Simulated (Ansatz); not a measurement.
**NaMo6Se8: a short molecular-dynamics run**

A trajectory of NaMo6Se8, a randomly packed cell with 15 atoms that was not relaxed first: 60 steps of 1.5 fs at constant energy, with velocities drawn for 300 K.

Method: DFT PBE, plane waves, PAW, scalar-relativistic, no spin polarisation, in Ansatz 0.2.0.

## 1. The structure to begin with

The cell holds 15 atoms (Mo6NaSe8): a = 7.676 Å, b = 7.265 Å, c = 6.280 Å, α = 96.45°, β = 113.20°, γ = 83.58°.

As a file:

```
CELL_PARAMETERS angstrom
7.51711 0.49432 -1.47348
0.46044 7.22997 0.54237
-1.26851 -1.08223 6.05421
ATOMIC_POSITIONS crystal
Mo 0.89688 0.45119 0.70762
Mo 0.83400 0.06897 0.77212
Mo 0.21736 0.89733 0.80129
Mo 0.47820 0.52798 0.48023
Mo 0.79544 0.78434 0.37217
Mo 0.11475 0.76207 0.16888
Na 0.46569 0.19006 0.13575
Se 0.39149 0.56922 0.01247
Se 0.00903 0.08214 0.40091
Se 0.13816 0.56503 0.53502
Se 0.42750 0.91644 0.52608
Se 0.32226 0.24812 0.64429
Se 0.74242 0.42863 0.14720
Se 0.11482 0.36731 0.16189
Se 0.70457 0.75382 0.85342
```

## 2. Molecular dynamics

input.yaml

```yaml
crystal:
  lattice:
    - [7.517107, 0.494319, -1.473476]
    - [0.460441, 7.22997, 0.542367]
    - [-1.268509, -1.082234, 6.054214]
  atoms:
    - { symbol: Mo, position: [0.896876, 0.451193, 0.707623] }
    - { symbol: Mo, position: [0.834005, 0.068974, 0.772124] }
    - { symbol: Mo, position: [0.217357, 0.89733, 0.801288] }
    - { symbol: Mo, position: [0.478203, 0.527977, 0.480234] }
    - { symbol: Mo, position: [0.795435, 0.784345, 0.372175] }
    - { symbol: Mo, position: [0.114751, 0.762068, 0.168881] }
    - { symbol: Na, position: [0.465694, 0.190064, 0.135751] }
    - { symbol: Se, position: [0.391495, 0.569219, 0.012474] }
    - { symbol: Se, position: [0.009029, 0.082144, 0.400914] }
    - { symbol: Se, position: [0.138158, 0.565027, 0.535016] }
    - { symbol: Se, position: [0.4275, 0.916438, 0.526082] }
    - { symbol: Se, position: [0.322259, 0.248117, 0.644293] }
    - { symbol: Se, position: [0.742419, 0.428633, 0.147201] }
    - { symbol: Se, position: [0.114824, 0.367306, 0.161887] }
    - { symbol: Se, position: [0.704573, 0.753817, 0.853421] }
kpoints:
  mp_grid: { grid: [2, 2, 3] }
magnetization:
  spin_polarized: false
scf:
  occupations: { method: fermi_dirac, width: 0.1 }
hamiltonian:
  pseudopotentials: { kind: paw }
  xc: pbe
basis:
  ecutwfc: 420
md:
  timestep: 1.5
  n_steps: 60
  ensemble: nve
  temperature: 300.0
  initial_velocities: maxwell_boltzmann
  seed: 314843
```

Command:

```console
ansatz run input.yaml --threads 2 --pin off --max-ram 2560MiB --backend cpu --events-out ev --progress --plain --runs-dir out
```

What does the calculation give? Wanted: temperature, first and last step; temperature, second half; potential energy, second half; largest change of the total energy; mean square displacement, second half.

**Answer**, as computed:

```
                             quantity                             value
                               length                60 steps of 1.5 fs
     temperature, first and last step                    300 and 3091 K
             temperature, second half  mean 3171 K, from 2640 to 3653 K
        potential energy, second half      -347 meV/atom from the start
   largest change of the total energy                     0.29 meV/atom
mean square displacement, second half   Na 0.632, Se 0.303, Mo 0.145 Å²
```

The temperature starts at 300 K and averages 3171 K in the second half, where it ranges from 2640 to 3653 K; the start was no minimum (force components up to 3.1 eV/Å), and the potential energy that it sheds (347 meV/atom) turns into motion. The total energy strays from its start by at most 0.29 meV/atom, under 0.1 % of the mean kinetic energy, so a step of 1.5 fs is short enough over this time. Bonds change: the first event comes at 67.5 fs (Se8–Se11 forms). Over the second half Na atoms stand 0.8 Å (root mean square) from where they began, and the farthest move is 1.0 Å. Averages from a run of 90 fs with 15 atoms are rough.
